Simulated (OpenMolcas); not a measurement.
# Ni⁴⁺ among point charges: CASSCF and CASPT2 levels and susceptibility

Aim: the splitting of the states of Ni⁴⁺ in the field of 5 point charges, its lowest levels with spin-orbit coupling and its magnetic susceptibility.

Program: OpenMolcas 26.06. Level of theory: state-averaged CASSCF and CASPT2, spin-orbit coupling by RASSI with atomic mean-field integrals. These are calculated values, not measurements, unless marked.

## 1. The atom as given

```
Species                           : Ni⁴⁺ (nickel, Z = 28, 24 electrons)
Basis                             : ANO-RCC-VDZP [5s4p2d1f], 34 functions
Scalar Hamiltonian                : DKH2, point nucleus
Inactive shells                   : 1s 2s 2p 3s 3p
Active space                      : 6 electrons in 5 orbitals (3d)
Some configurations of this space : 3d6
Orbitals                          : optimised for each spin and parity, averaged over all roots
```

The outer shells:

3d6
```
3d [↑↓][↑ ][↑ ][↑ ][↑ ]
```

The ion sits among 5 point charges of -2.5 e arranged as a square pyramid (C4v), 2.12 Å from the ion, with the axial distance 2.523 Å.

Each step is its own input file, run in one work folder so that later steps find the files of earlier ones. Labels, J, g values, rates, χT and fits are worked out afterwards by a script from the matrices that RASSI stores.

## 2. One- and two-electron integrals

The input, a.inp:

```
&GATEWAY
Coord
1

Ni 0.0 0.0 0.0
Basis=ANO-RCC-VDZP
Group=NoSym
NoMove
AngMom=0.0 0.0 0.0
AMFI
XField
5 Angstrom 0
2.120000 0.000000 0.000000 -2.500000
0.000000 2.120000 0.000000 -2.500000
-2.120000 0.000000 0.000000 -2.500000
0.000000 -2.120000 0.000000 -2.500000
0.000000 0.000000 2.522800 -2.500000
&SEWARD
```

Command:

```sh
> OMP_NUM_THREADS=1 MOLCAS_MEM=1689 MOLCAS_PROJECT=a pymolcas a.inp > a.log
```

## 3. CASSCF: quintets, 5 roots

The input, a.inp:

```
&RASSCF
FileOrb=start.orb
Symmetry=1
Spin=5
nActEl=6 0 0
Inactive=9
Ras2=5
CIRoot=5 5 1
SDav=5
CIMx=300
Iter=120 100
PrWF=0.3
OrbListing=Nothing
MaxOrb=0
>>> COPY $Project.JobIph JOB001
```

start.orb holds the contracted functions of the basis, ordered by shell, or the orbitals of the step before.

## 4. CASSCF: triplets, 45 roots

The input, a.inp:

```
&RASSCF
FileOrb=start.orb
Symmetry=1
Spin=3
nActEl=6 0 0
Inactive=9
Ras2=5
CIRoot=45 45 1
SDav=45
CIMx=300
Iter=120 100
PrWF=0.3
OrbListing=Nothing
MaxOrb=0
>>> COPY $Project.JobIph JOB002
```

## 5. CASSCF: singlets, 50 roots

The input, a.inp:

```
&RASSCF
FileOrb=start.orb
Symmetry=1
Spin=1
nActEl=6 0 0
Inactive=9
Ras2=5
CIRoot=50 50 1
SDav=50
CIMx=300
Iter=120 100
PrWF=0.3
OrbListing=Nothing
MaxOrb=0
>>> COPY $Project.JobIph JOB003
```

## 6. RASSI: spin-orbit coupling between the states

The input, a.inp:

```
&RASSI
NrOfJobIphs=3 5 45 50
1 2 3 4 5
1 2 3 4 5 6 7 8 9 10 11 12 13 14 15 16 17 18 19 20 21 22 23 24 25 26 27
28 29 30 31 32 33 34 35 36 37 38 39 40 41 42 43 44 45
1 2 3 4 5 6 7 8 9 10 11 12 13 14 15 16 17 18 19 20 21 22 23 24 25 26 27
28 29 30 31 32 33 34 35 36 37 38 39 40 41 42 43 44 45 46 47 48 49 50
IphNames
JOB001
JOB002
JOB003
EJob
SpinOrbit
DIPRint=1.0
SOCoupling=1000.0
Subsets=2
Property=9
'ANGMOM' 1 'ANGMOM' 2 'ANGMOM' 3 'MLTPL  1' 1 'MLTPL  1' 2 'MLTPL  1' 3
'AMFI' 1 'AMFI' 2 'AMFI' 3
SOProperty=3
'ANGMOM' 1 'ANGMOM' 2 'ANGMOM' 3
```

## 7. CASPT2: IPEA 0.25, imaginary shift 0.1 (closed shells correlated: 3s 3p)

The input, a.inp:

```
>>> COPY JOB001 $Project.JobIph
&CASPT2
Multistate=5 1 2 3 4 5
NoMult
Frozen=5
IPEA=0.25
Imaginary=0.1
MaxIter=60
WThr=0.0 0.3 0.05
PrWF=0.5
NoMix
>>> COPY JOB002 $Project.JobIph
&CASPT2
Multistate=45 1 2 3 4 5 6 7 8 9 10 11 12 13 14 15 16 17 18 19 20 21 22
23 24 25 26 27 28 29 30 31 32 33 34 35 36 37 38 39 40 41 42 43 44 45
NoMult
Frozen=5
IPEA=0.25
Imaginary=0.1
MaxIter=60
WThr=0.0 0.3 0.05
PrWF=0.5
NoMix
>>> COPY JOB003 $Project.JobIph
&CASPT2
Multistate=50 1 2 3 4 5 6 7 8 9 10 11 12 13 14 15 16 17 18 19 20 21 22
23 24 25 26 27 28 29 30 31 32 33 34 35 36 37 38 39 40 41 42 43 44 45 46
47 48 49 50
NoMult
Frozen=5
IPEA=0.25
Imaginary=0.1
MaxIter=60
WThr=0.0 0.3 0.05
PrWF=0.5
NoMix
```

(Steps that only read results are left out.)

Q: Predict the outcome of this session. Wanted: spin-free ground state; first state of the same spin within the active space; lowest level; next level.

The runs gave:

| quantity | value |
| --- | --- |
| method | SS-CASPT2, IPEA 0.25, imaginary shift 0.1 (closed shells correlated: 3s 3p) |
| spin-free ground state | quintet, 1-fold in its orbital part |
| first state of the same spin within the active space | quintet at 958 cm⁻¹ |
| lowest level | 1-fold |
| next level | 54.5 cm⁻¹ |
| χT at 300 K | 4.89 cm³ K/mol |
| effective moment at 300 K | 6.26 μB |

Cost by method:

| method | time of its own steps | time with the reference |
| --- | --- | --- |
| A. CASSCF | 20 s | 20 s |
| B. SS-CASPT2, IPEA 0.25, imaginary shift 0.1, +3s 3p | 6.3 s | 26 s |

Times are of one thread on a shared host.

What this shows: The spin-free ground state (quintet) comes to 100 % from free-ion D terms and keeps the highest spin of the shell. χT at 300 K is 4.89, against 3.01 cm³ K/mol for the spin alone, so orbital moment adds to it. An active space of the d shell alone favours high spin; real ions in strong fields can be low spin. The field of point charges can differ much from that of real complexes. With metal d orbitals alone active, the gaps between spin states are rough; where two lie within a few thousand cm-1, their order is open. Point charges carry no covalency, so the field is a model and not that of real ligands.
